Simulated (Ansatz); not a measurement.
Which YAML input does this script hand to the engine? (Ansatz 0.2.0 through its Python package)

The script, `energy_fhino.py`:
```python
import ansatz as az

mol = (
    az.Crystal.molecule()
    .atom("O", (-1.8655, -0.4403, -0.1072))
    .atom("In", (0.1142, 0.0758, 0.049))
    .atom("F", (1.408, -1.0744, 0.8536))
    .atom("H", (0.3988, 1.3786, -0.8157))
)

base = (
    mol.calculation()
    .basis(gaussian="def2-SVP")
    .functional("r2SCAN")
    .spin("collinear", total=1)
)
result = base.run(threads=1, pin="off")
rep = result.report

for key in ("converged", "free_energy_ev", "reference_energy_ev", "n_frozen", "n_occupied", "n_virtual"):
    print(f"{key:22s} {rep[key]}")

state = rep["mean_field"]["state"]
print(f"mean field: {state['energy']['hartree']:.7f} Ha, <S^2> = {abs(state['spin_squared']):.4f}, stability: {state.get('stability', {}).get('kind')}")
```

`python energy_fhino.py` gives:
```text
converged              True
free_energy_ev         -9947.876425685608
reference_energy_ev    -9947.876425685608
n_frozen               0
n_occupied             [20, 19]
n_virtual              [39, 40]
mean field: -365.5777157 Ha, <S^2> = 0.7580, stability: minimum
```

`input.yaml`:
```yaml
crystal:
  periodic: [false, false, false]
  atoms:
    - { symbol: O, position_ang: [-1.8655, -0.4403, -0.1072] }
    - { symbol: In, position_ang: [0.1142, 0.0758, 0.049] }
    - { symbol: F, position_ang: [1.408, -1.0744, 0.8536] }
    - { symbol: H, position_ang: [0.3988, 1.3786, -0.8157] }
basis:
  gaussian: { orbitals: def2-SVP }
hamiltonian:
  xc: r2scan
magnetization:
  spin_polarized: true
  initial_magnetization: 1.0
```

On the command line:
```console
$ ansatz run input.yaml --threads 1 --pin off --max-ram 4096MiB --backend cpu --events-out ev --progress --plain --runs-dir out
Engine: ansatz 0.2.0, aarch64-unknown-linux-gnu
Functional definition: r2SCAN
  parameter k0 = 0.174
  parameter k1 = 0.065
  parameter a1 = 4.9479
  exchange = r2scan_x(k0 = k0, k1 = k1, a1 = a1)
  correlation = r2scan_c
665 factors; their error is unknown
mean field evaluation 1: about -9937.3405 eV, gradient 4.8e1 eV
mean field evaluation 2: about -9779.3843 eV, gradient 1.2e2 eV
mean field evaluation 4: about -9945.6598 eV, gradient 1.5e1 eV
mean field evaluation 8: about -9947.8819 eV, gradient 5.4e-1 eV
mean field evaluation 16: about -9947.8764 eV, gradient 1.2e-2 eV
mean field evaluation 32: about -9947.8764 eV, gradient 9.6e-6 eV
mean field -9947.87640442 eV, -365.5777149497 hartree, gradient 9.6e-6 eV, S^2 0.757975; 4 other end points of the search recorded, 0 dependent functions left out
reference -9947.87642569 eV, -365.5777157311 hartree; 20, 19 occupied and 39, 40 virtual orbitals, 665 factors
Total energy: -9947.87642569 eV, -365.5777157311 hartree
```

Total energies depend on the basis set; only differences at equal settings carry meaning. The geometry is a force-field or estimated start, not a minimum of this method, and the basis set is short of its limit. def2 sets replace the cores of elements past krypton by effective core potentials. The species is open-shell (spin multiplicity 2). Finished in 9.5 s on 1 thread of Arm Neoverse V2, with other jobs on the host, peak memory 0.22 GiB.

(Lines on the test bed's own set-up are left out of the output.)
